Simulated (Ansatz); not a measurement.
# [TaO2F2]-: the relaxed shape and its frontier levels

What does [TaO2F2]- look like as a singlet, and where do its frontier electrons sit?

Computed with Ansatz 0.2.0, Gaussian basis. Level: RKS PBE0-D4/def2-TZVPD.

Plan: relaxation at PBE-D4/def2-SVPD; a search for the lowest solution at PBE0-D4/def2-SVP; a single point at PBE0-D4/def2-TZVPD.

## (1) The system as given

5 atoms, charge -1, spin multiplicity 1.

Atoms are counted from 1 here; the program's logs count them from 0.

Bond lengths: Ta1–O2 1.736 Å, Ta1–O3 1.736 Å, Ta1–F4 1.986 Å, Ta1–F5 1.986 Å. Angles: O2–Ta1–O3 114.1°, O2–Ta1–F4 109.2°, O2–Ta1–F5 109.3°, O3–Ta1–F4 109.2°, O3–Ta1–F5 109.2°, F4–Ta1–F5 105.5°.

Formally the metal is d0. Ta takes a core potential in the def2 sets. No spin-orbit coupling is included. The ion is computed in the gas phase, without counter-ions or solvent.

The start is a GFN2-xTB geometry.

## (2) Relaxation at PBE-D4/def2-SVPD

Input file in.yaml:

```yaml
crystal:
  periodic: [false, false, false]
  atoms:
    - {symbol: Ta, position_ang: [0.084500, -0.000600, 0.059200]}
    - {symbol: O, position_ang: [0.024420, -0.016350, 1.793840]}
    - {symbol: O, position_ang: [1.692500, 0.009110, -0.594380]}
    - {symbol: F, position_ang: [-0.904400, 1.584980, -0.614400]}
    - {symbol: F, position_ang: [-0.897010, -1.577130, -0.644260]}
basis:
  gaussian: {orbitals: def2-SVPD}
total_charge: -1
hamiltonian: {xc: pbe, dispersion: d4}
scf: {lower_state_search: "off"}
output: {orbitals: {seedname: orbitals}}
relax: {f_tol: 0.02, max_steps: 100}
```

Command:

```console
$ ansatz run in.yaml --threads 4 --pin off --events-out ev --progress --plain --max-ram 3916MiB
```

The runs that follow: Searching for the lowest solution, PBE0-D4/def2-SVP; Single point, PBE0-D4/def2-TZVPD.

Before running them: what should the planned runs give, taken together? Wanted: point group; near neighbours of the metal; HOMO, LUMO at PBE0-D4/def2-TZVPD; charge on the metal.

As calculated:

| quantity | value |
| --- | --- |
| point group | C2v |
| near neighbours of the metal | O 1.79, O 1.79, F 1.97, F 1.97 Å |
| HOMO, LUMO at PBE0-D4/def2-TZVPD | -2.83, 3.47 eV |
| charge on the metal (Mulliken, PBE0-D4/def2-TZVPD) | +1.83 e |

In words: The molecule keeps its bonding pattern by the stored test; the atoms moved 0.05 Å (rms). The metal has 4 near neighbours by the distance rule, from 1.79 to 1.97 Å. The Mulliken charge of the metal, +1.83 e, depends on the basis and isn't its oxidation state. No usable vibrations, so a minimum isn't proven. The HOMO lies nearest to O2, O3 about 49 % each and the LUMO to F4, F5 about 36 % each; O2, O3 about 11 % each. Whether this spin is the lowest isn't tested here.
